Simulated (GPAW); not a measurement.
InAu3:

```
Au In
1.0
     3.16059    0.00000    0.00000
    -1.58029    2.73715    0.00000
     0.00000    0.00000    9.05757
Au In
3 1
Direct
  0.33333 0.66667 0.75160
  0.33333 0.66667 0.24840
  0.66667 0.33333 0.50000
  0.66667 0.33333 0.00000
```

The cell comes from a database or a generator and needn't be the stable form of this composition.

Base run:

```yaml
Program: GPAW 26.7.0
Functional: PBEsol
Potentials_or_basis: PAW data sets generated in the run's folder for this functional
Cutoff: 600 eV
Basis: pw
k_mesh: 8 × 8 × 3
Occupations: fermi-dirac, width 0.05 eV
Spin: no spin polarisation
```

Its results: pressure -6.5 GPa; largest force 0.096 eV/Å.

**Question.** The run is repeated on the same cell with these changes: functional from PBEsol to LDA; potentials or basis from PAW data sets generated in the run's folder for this functional to the program's PAW data sets (release 1.2.1) made for this functional. What comes out?

**Answer.** Pressure -9.9 GPa; largest force 0.097 eV/Å.

Caveats: with this Au data set, volumes or pressures lay over 1.5 % or 2 GPa off other programs in two to four cells of ten.

Not every run made on this cell is shown here.
